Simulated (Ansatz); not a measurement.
# Li3IF2: the cost of one run

Method: DFT PBE, scalar-relativistic, plane waves, PAW, in Ansatz 0.2.0.

## 1. Starting point

It takes space group P6/mmm (No. 191, hexagonal). The conventional cell has a = 5.741 Å, b = 5.741 Å, c = 3.749 Å, α = 90.00°, β = 90.00°, γ = 120.00°. Li (site symmetry mmm) has 2 F at 1.66 Å as nearest neighbours. I (site symmetry 6/mmm) is surrounded by 6 Li at 2.87 Å. Around F (site symmetry -6m2) lie 3 Li at 1.66 Å.

Coordinates:

```cif
data_structure
_symmetry_space_group_name_H-M 'P6/mmm'
_symmetry_Int_Tables_number 191
_cell_length_a 5.7406
_cell_length_b 5.7406
_cell_length_c 3.7488
_cell_angle_alpha 90.000
_cell_angle_beta 90.000
_cell_angle_gamma 120.000
_cell_volume 106.99
loop_
_atom_site_label
_atom_site_type_symbol
_atom_site_symmetry_multiplicity
_atom_site_Wyckoff_symbol
_atom_site_fract_x
_atom_site_fract_y
_atom_site_fract_z
_atom_site_occupancy
Li1 Li 3 g 0.50000 0.00000 0.50000 1
I1 I 1 b 0.00000 0.00000 0.50000 1
F1 F 2 d 0.33333 0.66667 0.50000 1
```

Recipe of the guess: random cell by space group and Wyckoff sites (P6/mmm, No. 191). The dimensions are guesses.

## 2. A first look at the guess

File input.yaml:

```yaml
crystal:
  lattice:
    - [5.7405864, 0.0, 0.0]
    - [-2.8702932, 4.97149366, 0.0]
    - [0.0, 0.0, 3.74881824]
  atoms:
    - { symbol: Li, position: [0.5, 0.0, 0.5] }
    - { symbol: Li, position: [0.0, 0.5, 0.5] }
    - { symbol: Li, position: [0.5, 0.5, 0.5] }
    - { symbol: I, position: [0.0, 0.0, 0.5] }
    - { symbol: F, position: [0.33333333, 0.66666667, 0.5] }
    - { symbol: F, position: [0.66666667, 0.33333333, 0.5] }
basis:
  ecutwfc: 420
kpoints:
  mp_grid: { grid: [6, 6, 4] }
hamiltonian:
  xc: pbe
scf:
  occupations: { method: gaussian, width: 0.1 }
  lower_state_search: "off"
output:
  forces: true
  stress: true
  eigenvalues: true
```

Run with:

```console
ansatz run input.yaml --threads 1 --pin off --max-ram 2048MiB --backend cpu --events-out ev --progress --plain --runs-dir out
```

**Question.** How long does this run take on 1 thread of Arm Neoverse V2, shared host, and how much memory does it need?

About 2.7 s, with a peak of 0.36 GiB.
